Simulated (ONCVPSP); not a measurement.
**Erbium: generating and testing an ONCV potential**

Aim: build the potential from the settings below, then test how well it stands in for the atom: other configurations, scattering, ghost states and the plane-wave cutoff that it needs.

Program: ONCVPSP 4.0.1. Reference atom: LDA (Perdew-Zunger), scalar-relativistic, spherical and spin-unpolarised. All values are calculated.

## (1) Starting point

Typed settings, in words:

```json
{
  "element": "erbium (Er, Z = 68)",
  "type": "optimised norm-conserving Vanderbilt (ONCV)",
  "frozen core": "[Kr] 4d10",
  "valence charge": "22",
  "reference configuration": "4f12 5s2 5p6 6s1.75 6p0.25",
  "partial waves": "5s+6s: rc 2.30 bohr, ncon 4, nbas 9, qcut 6.7 1/bohr, 2 projectors; 5p+6p: rc 2.50 bohr, ncon 4, nbas 8, qcut 4.3 1/bohr, 2 projectors; d scattering state at 0.09 Ha: rc 2.05 bohr, ncon 3, nbas 6, qcut 4 1/bohr, 2 projectors, debl 3.4 Ha; 4f: rc 1.20 bohr, ncon 4, nbas 8, qcut 12.1 1/bohr, 3 projectors, debl 0.5 Ha",
  "local potential": "polynomial inside 0.85 bohr (lpopt 5, dvloc0 0 Ha)",
  "core correction": "Teter function, fcfact 4, rcfact 1.7"
}
```

An earlier all-electron run gives the scale for the radii.

All-electron outer shells of the reference configuration (LDA (Perdew-Zunger), scalar-relativistic, ld1.x):

| shell | level (eV) | outermost node (bohr) | outermost maximum (bohr) |
| --- | --- | --- | --- |
| 4d | -165.59 | 0.25 | 0.51 |
| 5s | -52.43 | 0.60 | 1.11 |
| 5p | -26.93 | 0.65 | 1.28 |
| 6s | -4.23 | 1.52 | 3.30 |
| 4f | -3.75 | – | 0.51 |
| 6p | -1.38 | 1.86 | 4.68 |
| 5d | -1.37 | 0.73 | 2.10 |

## (2) Generation

File Er.dat:

```
# ATOM AND REFERENCE CONFIGURATION
# atsym  z   nc   nv     iexc    psfile
  Er 68.00    9    5        3      upf
#
#   n    l    f
    1    0    2.00
    2    0    2.00
    2    1    6.00
    3    0    2.00
    3    1    6.00
    3    2   10.00
    4    0    2.00
    4    1    6.00
    4    2   10.00
    4    3   12.00
    5    0    2.00
    5    1    6.00
    6    0    1.75
    6    1    0.25
#
# PSEUDOPOTENTIAL AND OPTIMIZATION
# lmax
    3
#
#   l,   rc,      ep,       ncon, nbas, qcut
    0    2.30    0.00    4    9    6.70
    1    2.50    0.00    4    8    4.30
    2    2.05    0.09    3    6    4.00
    3    1.20    0.00    4    8   12.10
#
# LOCAL POTENTIAL
# lloc, lpopt,  rc(5),   dvloc0
    4    5    0.85    0.00
#
# VANDERBILT-KLEINMAN-BYLANDER PROJECTORs
# l, nproj, debl
    0    2    3.40
    1    2    1.00
    2    2    3.40
    3    3    0.50
#
# MODEL CORE CHARGE
# icmod, fcfact, rcfact
    3    4.00    1.70
#
# LOG DERIVATIVE ANALYSIS
# epsh1, epsh2, depsh
   -3.00    5.00    0.02
#
# OUTPUT GRID
# rlmax, drl
    6.00    0.01
#
# TEST CONFIGURATIONS
# ncnf
    4
# nvcnf
#   n    l    f
    5
    4    3   12.00
    5    0    2.00
    5    1    6.00
    6    0    2.00
    6    1    0.00
#
    5
    4    3   12.00
    5    0    2.00
    5    1    6.00
    6    0    1.00
    6    1    0.00
#
    5
    4    3   12.00
    5    0    2.00
    5    1    6.00
    6    0    0.00
    6    1    0.00
#
    6
    4    3   12.00
    5    0    2.00
    5    1    6.00
    6    0    1.50
    6    1    0.00
    5    2    0.50
#
```

The run is started by

```console
oncvpsp.x < Er.dat > Er.out
```

What does the calculation give? Wanted: cutoffs for 1 and 0.1 mHa per electron, occupied waves; bound ghosts; GHOST(+) flags; largest phase difference near zero energy, channels read; rms error of d²Exc/dn², without and with the model core; projector energies reset by the program.

As calculated:

| quantity | value |
| --- | --- |
| cutoffs for 1 and 0.1 mHa per electron, occupied waves | 94 Ha and 196 Ha |
| bound ghosts | s at -256.26 eV |
| GHOST(+) flags | p at 20 eV, d at 435 eV, f at 17 eV, f at 2234 eV and 1 more |
| largest phase difference near zero energy, channels read | 0.001 rad |
| rms error of d²Exc/dn², without and with the model core | 4.49 and 2.17 mHa |
| projector energies reset by the program | d: 0.050, 3.450 Ha |

**Reading.** It has a bound ghost (s), a state that the atom doesn't have, and that rules the file out. By its cutoff, 94 Ha for the looser tolerance, it is very hard. At the looser tolerance the 4f wave is the slowest; 5s needs 12 Ha. Near zero energy the phases of the channels with partial waves agree within 0.001 rad. The program also flags highly localised states, GHOST(+) (p, d, f). All of this concerns the isolated atom, not yet a solid.
